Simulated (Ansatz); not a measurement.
Write a Python script for Ansatz's Python interface that makes a relaxation of cell and ions of InSe, space group P6_3/mmc. Level of theory: PBE, PAW, the default cutoff (420 eV here), 6×6×2 k-points, fixed occupations.

```
In Se
1.0
     4.05000    0.00000    0.00000
    -2.02500    3.50740    0.00000
     0.00000    0.00000   16.93000
In Se
4 4
Direct
  0.33333 0.66667 0.15700
  0.66667 0.33333 0.65700
  0.33333 0.66667 0.34300
  0.66667 0.33333 0.84300
  0.33333 0.66667 0.60200
  0.66667 0.33333 0.10200
  0.33333 0.66667 0.89800
  0.66667 0.33333 0.39800
```

The script, `vcrelax_inse.py`:
```python
import json

import ansatz
from ase import Atoms
from ase.data import atomic_numbers
from ase.io import write
from ase.neighborlist import neighbor_list
import matplotlib.pyplot as plt
import numpy as np
import spglib

def edges_and_angles(cell):
    cell = np.asarray(cell)
    a, b, c = np.linalg.norm(cell, axis=1)
    cosines = cell[1] @ cell[2] / (b * c), cell[0] @ cell[2] / (a * c), cell[0] @ cell[1] / (a * b)
    return (a, b, c, *np.degrees(np.arccos(cosines)))


def main() -> None:
    inse = (
        ansatz.Lattice.from_parameters(4.05, 4.05, 16.93, alpha=90, beta=90, gamma=120)
        .space_group(194)
        .atom("In", (1 / 3, 2 / 3, 0.157))
        .atom("Se", (1 / 3, 2 / 3, 0.602))
    )

    job = (
        inse.calculation()
        .kpoints(6, 6, 2, center="gamma")
        .scf(tolerance=1e-10)
        .occupations("fixed")
        .relax(force_tolerance=0.005, cell=True)
    )
    result = job.run(threads=1, backend="cpu", events_out="events.ndjson")
    with open("events.ndjson") as stream:
        events = [json.loads(line) for line in stream]
    steps = [e["data"] for e in events if e["event"] == "relax_step"]
    r = result.report
    print("step   energy (eV)     max comp. (eV/A)   P (GPa)  SCF")
    for s in steps:
        print(f"{s['step']:4d} {s['lagrangian_ev']:15.5f} {s['allowed_force_max_ev_ang']:12.4f} {s['pressure_gpa']:10.3f} {s['n_scf']:5d}")

    first, last = steps[0], steps[-1]
    symbols = [site.symbol for site in result.lattice.sites]
    print(f"energy gained {first['lagrangian_ev'] - last['lagrangian_ev']:.4f} eV in {len(steps) - 1} steps")
    for label, vectors in (("before", first["cell_ang"]), ("after", result.lattice.cell_ang)):
        print(label, "a b c (A) {:.4f} {:.4f} {:.4f}  angles {:.2f} {:.2f} {:.2f}".format(*edges_and_angles(vectors)), f" V = {abs(np.linalg.det(vectors)):.3f} A^3")
    print("final stress xx yy zz (GPa, compression positive):", np.round(np.diag(r["stress_gpa"]), 3) + 0.0)

    relaxed = Atoms(symbols, positions=[site.position_ang for site in result.lattice.sites], cell=result.lattice.cell_ang, pbc=True)
    write("relaxed.vasp", relaxed, format="vasp")

    final = Atoms(symbols, positions=last["positions_ang"], cell=result.lattice.cell_ang, pbc=True)
    i, j, d = neighbor_list("ijd", final, 4.5)
    print("neighbours within 1.15 times the shortest distance of each atom (A)")
    for atom in range(len(final)):
        near = [m for m in np.argsort(d) if i[m] == atom]
        shell = [m for m in near if d[m] < 1.15 * d[near[0]]]
        print(f"{symbols[atom]}{atom} ({len(shell)}):", ", ".join(f"{symbols[j[m]]} {d[m]:.3f}" for m in shell))

    fractions = [site.position_frac for site in result.lattice.sites]
    numbers = [atomic_numbers[s] for s in symbols]
    for tolerance in (1e-3, 1e-2, 1e-1):
        print(f"space group at {tolerance} A:", spglib.get_spacegroup((result.lattice.cell_ang, fractions, numbers), symprec=tolerance))

    fig, (top, bottom) = plt.subplots(2, 1, sharex=True, figsize=(4.5, 4))
    top.plot([s["lagrangian_ev"] - last["lagrangian_ev"] for s in steps], "o-")
    top.set_ylabel("E - E(final) (eV)")
    bottom.semilogy([max(s["allowed_force_max_ev_ang"], 1e-6) for s in steps], "s-")
    bottom.set(xlabel="step", ylabel="largest force (eV/A)")
    fig.tight_layout()
    fig.savefig("relax.png", dpi=100)

    print("%-22s %14.5f eV" % ("F = E - TS", r["free_energy_ev"]))
    print("%-22s %14.5f eV" % ("E", r["internal_energy_ev"]))
    print("%-22s %14.5f eV" % ("Harris-Foulkes", r["harris_foulkes_ev"]))
    print("%-22s %14.5f eV" % ("Fermi level", r["fermi_energy_ev"]))


if __name__ == "__main__":
    main()
```

Output of `python vcrelax_inse.py`:
```text
DeckWarning: basis.ecutwfc = 420 eV, auto-derived from the records' recommended cutoffs: set by In (normal level)
step   energy (eV)     max comp. (eV/A)   P (GPa)  SCF
   1    -44269.97829       2.8760      7.602    10
   2    -44271.79996       0.1991      1.089    12
   3    -44271.85184       0.1486     -0.085    10
   4    -44271.87832       0.0307     -0.131    11
   5    -44271.88447       0.0599     -0.080    10
   6    -44271.88724       0.0063      0.015     9
   7    -44271.88817       0.0034      0.057    10
   8    -44271.88813       0.0013      0.022     9
   9    -44271.89220       0.0013      0.017     9
energy gained 1.9139 eV in 8 steps
before a b c (A) 4.0500 4.0500 16.9300  angles 90.00 90.00 120.00  V = 240.490 A^3
after a b c (A) 4.0890 4.0890 18.5043  angles 90.00 90.00 120.00  V = 267.942 A^3
final stress xx yy zz (GPa, compression positive): [0.014 0.014 0.022]
neighbours within 1.15 times the shortest distance of each atom (A)
In0 (4): Se 2.681, Se 2.681, Se 2.681, In 2.825
In1 (4): Se 2.681, Se 2.681, Se 2.681, In 2.825
In2 (4): Se 2.681, Se 2.681, Se 2.681, In 2.825
In3 (4): Se 2.681, Se 2.681, Se 2.681, In 2.825
Se4 (3): In 2.681, In 2.681, In 2.681
Se5 (3): In 2.681, In 2.681, In 2.681
Se6 (3): In 2.681, In 2.681, In 2.681
Se7 (3): In 2.681, In 2.681, In 2.681
space group at 0.001 A: P6_3/mmc (194)
space group at 0.01 A: P6_3/mmc (194)
space group at 0.1 A: P6_3/mmc (194)
F = E - TS               -44271.89220 eV
E                        -44271.89220 eV
Harris-Foulkes           -44271.89220 eV
Fermi level                   5.35583 eV
```
(Warnings from the package without file and line.)

File `relaxed.vasp` afterwards:
```text
In Se
 1.0000000000000000
     4.0890174153814938   -0.0000000000000000   -0.0000000000000000
    -2.0445087076907460    3.5411929582373611    0.0000000000000000
     0.0000000000000010    0.0000000000000020   18.5042983679728863
 In  Se
   4   4
Cartesian
  0.0000000000000008  2.3607953054915742  3.2134468388449799
  0.0000000000000010  2.3607953054915742  6.0387023451414610
  2.0445087076907482  1.1803976527457882 12.4655960228314253
  2.0445087076907482  1.1803976527457887 15.2908515291279041
  0.0000000000000013  2.3607953054915747 11.1940472329874794
  0.0000000000000016  2.3607953054915756 16.5624003189718501
  2.0445087076907473  1.1803976527457871  1.9418980490010371
  2.0445087076907478  1.1803976527457876  7.3102511349854042
```

Notes:
- Absolute energies stand on the zero of these potentials, so only differences at equal settings mean something. A total without «per atom» is that of the cell as typed.
- Under fixed occupations the level called the Fermi level is the highest filled one on the SCF mesh; off the mesh a filled band can lie a little above it.
- An absolute Fermi energy rests on an arbitrary zero of the periodic potential and has no direct meaning.
- Energies along a relaxation are free energies. Rows at an unchanged volume are solved on a plane-wave basis chosen afresh for that cell, so the energy jumps there and such rows are no steps of the walk.
- The structure is layered, and without a dispersion term the spacing of the layers is poorly determined.
- No functional is typed, so the default, PBE, holds.
- The structure is a deposited one; some such entries were measured under pressure or heat, so a shift against it needn't be the functional's error alone.
- Wall time of the script: 88 s on 1 thread of Intel(R) Xeon(R) Processor @ 2.30GHz, with other jobs on the host, peak memory 0.88 GiB.
